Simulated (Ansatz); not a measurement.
Here is an Ansatz 0.2.0 calculation.

File input.yaml:

```yaml
crystal:
  lattice:
    - [0.0, 2.74797926, 2.74797926]
    - [2.74797926, 0.0, 2.74797926]
    - [2.74797926, 2.74797926, 0.0]
  atoms:
    - { symbol: W, position: [0.0, 0.0, 0.0] }
    - { symbol: Au, position: [0.75, 0.75, 0.75] }
hamiltonian:
  xc: lda
  pseudopotentials: { kind: paw }
kpoints:
  mp_grid: { grid: [8, 8, 8] }
scf:
  occupations: { method: fermi_dirac, width: 0.05 }
output:
  forces: true
  stress: true
  eigenvalues: true
  write_density: true
  write_potential: true
  elf: true
  volumetric_format: npy
relax:
  f_tol: 0.01
  max_steps: 40
  cell: { stress_tol: 0.05 }
```

Potentials or basis: Ansatz PAW.

The run is started by

```console
$ ansatz run input.yaml --threads 2 --pin off --max-ram 5632MiB --backend cpu --events-out ev --progress --plain --runs-dir out
```

What does it give for the space group after relaxing (to 0.05 Å)?

F-43m (No. 216).

Predict the relaxed cell.

a = 4.035 Å, b = 4.035 Å, c = 4.035 Å, α = 60.00°, β = 60.00°, γ = 60.00°.

Predict the relaxed volume.

23.23 Å³/atom.

Estimate the band gap on the k mesh.

none (metal or under the smearing width).

Step by step:
```
step  energy change (eV)  largest force (eV/Å)  volume (Å³)
   1              0.0000                0.0000        41.50
   2             -0.2896                0.0000        47.87
   3             -0.3083                0.0000        46.73
   4             -0.3091                0.0000        46.46
   5             -0.3103                0.0000        46.46
```

Caveat: the plane-wave basis is chosen anew once the cell has moved, so the energies of steps on either side of that aren't comparable; the PAW data sets come from PBE, with cores solved anew for the run's functional, which leaves a small shift of forces and pressure. The run has no spin-orbit coupling, so splittings on Au, W are missing.
